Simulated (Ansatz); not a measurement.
# Y started on a Zr site and a Zr vacancy in perovskite SrZrO3, 39 atoms, charge 0

Wanted: geometry, frontier levels and spin of the defect cell, compared across PBEsol and HSE06.

Program: Ansatz 0.2.0, PAW, plane waves. These are calculated values, not measurements.

## (1) Starting point

39 atoms (8 Sr, 1 Y, 6 Zr, 24 O); a = 8.260 Å, b = 8.260 Å, c = 8.260 Å, α = 90.00°, β = 90.00°, γ = 90.00°. All atoms were shaken off their sites by about 0.02 Å along each axis. Defect site 1: (0.250, 0.250, 0.250). Defect site 2: (0.250, 0.250, 0.750). Starting moments add up to 1 μB.

Steps to follow: (2) PBEsol relaxation at the single k point (¼, ¼, ¼), on 8 threads of AMD EPYC 9R45; (3) HSE06 single point at the single k point (¼, ¼, ¼), on 8 threads of AMD EPYC 9R45.

## (2) Relaxation of the positions (PBEsol)

in.yaml

```yaml
crystal:
  lattice:
    - [8.260000, 0.000000, 0.000000]
    - [0.000000, 8.260000, 0.000000]
    - [0.000000, 0.000000, 8.260000]
  atoms:
    - { symbol: Sr, position: [0.000112, 0.000302, 0.002752] }
    - { symbol: Sr, position: [0.000200, 0.996527, 0.495783] }
    - { symbol: Sr, position: [0.001305, 0.500339, 0.001756] }
    - { symbol: Sr, position: [0.001175, 0.502471, 0.499825] }
    - { symbol: Sr, position: [0.498877, 0.998994, 0.998946] }
    - { symbol: Sr, position: [0.499280, 0.999553, 0.499376] }
    - { symbol: Sr, position: [0.500858, 0.498769, 0.001917] }
    - { symbol: Sr, position: [0.502990, 0.494778, 0.502047] }
    - { symbol: Y, position: [0.248294, 0.251174, 0.252500], spin: 0.091 }
    - { symbol: Zr, position: [0.250969, 0.751070, 0.250357] }
    - { symbol: Zr, position: [0.247593, 0.749609, 0.749259] }
    - { symbol: Zr, position: [0.748611, 0.253985, 0.253459] }
    - { symbol: Zr, position: [0.748464, 0.246530, 0.747000] }
    - { symbol: Zr, position: [0.748943, 0.748877, 0.250053] }
    - { symbol: Zr, position: [0.748403, 0.749792, 0.748511] }
    - { symbol: O, position: [0.255074, 0.249089, 0.001333], spin: 0.091 }
    - { symbol: O, position: [0.249931, 0.250595, 0.500423], spin: 0.091 }
    - { symbol: O, position: [0.251451, 0.750968, 0.998300] }
    - { symbol: O, position: [0.254136, 0.748933, 0.498576] }
    - { symbol: O, position: [0.747603, 0.253381, 0.003839] }
    - { symbol: O, position: [0.751604, 0.249500, 0.504187] }
    - { symbol: O, position: [0.753215, 0.751925, 0.999539] }
    - { symbol: O, position: [0.752104, 0.751835, 0.498635] }
    - { symbol: O, position: [0.995305, 0.244742, 0.252358], spin: 0.091 }
    - { symbol: O, position: [0.001523, 0.248682, 0.751010], spin: 0.091 }
    - { symbol: O, position: [0.000927, 0.751238, 0.246751] }
    - { symbol: O, position: [0.003995, 0.747161, 0.753122] }
    - { symbol: O, position: [0.503122, 0.248958, 0.253916], spin: 0.091 }
    - { symbol: O, position: [0.503782, 0.249080, 0.750035], spin: 0.091 }
    - { symbol: O, position: [0.501395, 0.752493, 0.253513] }
    - { symbol: O, position: [0.497002, 0.747774, 0.749916] }
    - { symbol: O, position: [0.252318, 0.999608, 0.251013], spin: 0.091 }
    - { symbol: O, position: [0.250663, 0.999164, 0.749741], spin: 0.091 }
    - { symbol: O, position: [0.252300, 0.499987, 0.249343], spin: 0.091 }
    - { symbol: O, position: [0.254446, 0.496556, 0.747795], spin: 0.091 }
    - { symbol: O, position: [0.750184, 0.006611, 0.248128] }
    - { symbol: O, position: [0.747894, 0.002006, 0.752991] }
    - { symbol: O, position: [0.748924, 0.498404, 0.252335] }
    - { symbol: O, position: [0.748030, 0.500982, 0.747683] }
  symmetry: { detect: false }
kpoints:
  mp_grid: { grid: [1, 1, 1], shift: [0.25, 0.25, 0.25] }
hamiltonian:
  xc: pbesol
magnetization:
  spin_polarized: true
scf:
  occupations: { method: fermi_dirac, width: 0.01 }
relax:
  f_tol: 0.03
  max_steps: 80
  escape_saddle: false
  adjacent_minimum: "off"
output:
  forces: true
  eigenvalues: true
  populations: true
```

Launch:

```sh
$ ansatz run in.yaml --threads 8 --pin off --max-ram 13300MiB --runs-dir r --events-out ev --progress --plain
```

After this run come: HSE06 on the final geometry.

**Question.** What will these runs give? Wanted: for each run, top filled to lowest empty; moment.

**Answer**, as computed:

```
             level                     time  top filled to lowest empty (eV)  moment (μB)
PBEsol, relaxation     46 s (8 CPU threads)                             none         3.00
             HSE06  3.2 min (8 CPU threads)                             0.63         5.00
```

| quantity | value |
| --- | --- |
| relaxation | 13 recorded steps, 3.29 eV gained |
| largest shift | 0.58 Å (O34) |
| largest local moment | +0.91 μB on O |

**Reading.** The relaxation lowers the energy by 3.29 eV; the largest shift is 0.58 Å (O34). PBEsol leaves levels partly filled (a spacing under the smearing width does that too), while HSE06 opens a spacing of 0.63 eV. The moment depends on the level of theory: 3.0 μB by PBEsol, 5.0 μB by HSE06.
